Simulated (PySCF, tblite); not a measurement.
# C8H5O2−: geometry, infrared bands and NMR shifts

What infrared bands and NMR shifts should C8H5O2− (`C#Cc1cc(O)ccc1[O-]`) show?

The runs use tblite 0.8.0 and PySCF 2.14.0, with density-fitted response routines of our own; the level of theory stands in each step. All values are computed, except where a source is named. Atoms count from 0, in the outputs and in this text.

## Step 1: The starting structure

15 atoms, charge -1, multiplicity 1; geometry from: force field or distance geometry start.

Bonds of the start (Å): C0–C1 1.24, C1–C2 1.42, C2–C3 1.38, C3–C4 1.38, C4–O5 1.39, C4–C6 1.39, C6–C7 1.38, C7–C8 1.39, C8–O9 1.38, C8–C2 1.39, C0–H10 1.05, C3–H11 1.10, O5–H12 1.00, C6–H13 1.08, C7–H14 1.11.

## Step 2: Relaxing the molecule with GFN2-xTB

Job settings and geometry (Å):

```
{"job": {"kind": "relax", "xc": "GFN2-xTB", "basis": "xTB"}, "charge": -1, "multiplicity": 1}
C      3.462300    -0.737100     0.139100
C      2.267500    -0.400000     0.095300
C      0.892000    -0.043000     0.055600
C     -0.131100    -0.948400     0.238900
C     -1.471100    -0.626700     0.208100
O     -2.494900    -1.547600     0.394400
C     -1.773300     0.702200    -0.060400
C     -0.785700     1.652700    -0.253500
C      0.551300     1.275200    -0.202300
O      1.542600     2.211700    -0.397500
H      4.470000    -1.032900     0.182700
H      0.104900    -1.998300     0.451100
H     -2.765700    -2.209900    -0.308800
H     -2.805500     1.008700    -0.106200
H     -1.067700     2.701300    -0.458400
```

Launch:

```bash
> OMP_NUM_THREADS=1 python probes_run.py task.json out
```

One launch serves the whole session: the jobs run in the order shown.

**Question.** This job is followed by: GFN2-xTB harmonic vibrations, gas phase; GIAO PBE0/pcSseg-1 NMR shielding, non-relativistic, gas phase. Predict these results of the whole session: strongest single infrared mode (GFN2-xTB); zero-point energy (GFN2-xTB); ¹³C shifts against TMS (PBE0/pcSseg-1); ¹H shifts against TMS (PBE0/pcSseg-1); ¹⁷O shifts against H2O (PBE0/pcSseg-1).

**Answer**, as computed:

| quantity | value |
| --- | --- |
| strongest single infrared mode (GFN2-xTB) | 1559 cm⁻¹, 476 km/mol |
| zero-point energy (GFN2-xTB) | 63.1 kcal/mol |
| ¹³C shifts against TMS (PBE0/pcSseg-1) | 178.3, 140.0, 125.5, 122.5, 120.0, 105.9, 99.8, 75.8 ppm |
| ¹H shifts against TMS (PBE0/pcSseg-1) | 6.41, 6.33, 5.91, 2.31, 1.82 ppm |
| ¹⁷O shifts against H2O (PBE0/pcSseg-1) | 363.7, 95.8 ppm |

In words: The optimisation took 69 steps and gained 0.874 eV; among the close pairs (by a distance rule), C8–O9 changed most, from 1.378 to 1.255 Å. No mode is imaginary among the 39: a minimum at this level. The strongest single mode, at 1559 cm⁻¹, is carried by C8, O9, C3, C6. GFN2-xTB is a fitted tight-binding method: band positions and strengths are rough. Its intensities can rank the bands wrongly. At PBE0/pcSseg-1: The widest tensor belongs to O9: span 669 ppm, with a paramagnetic part of -427 ppm.
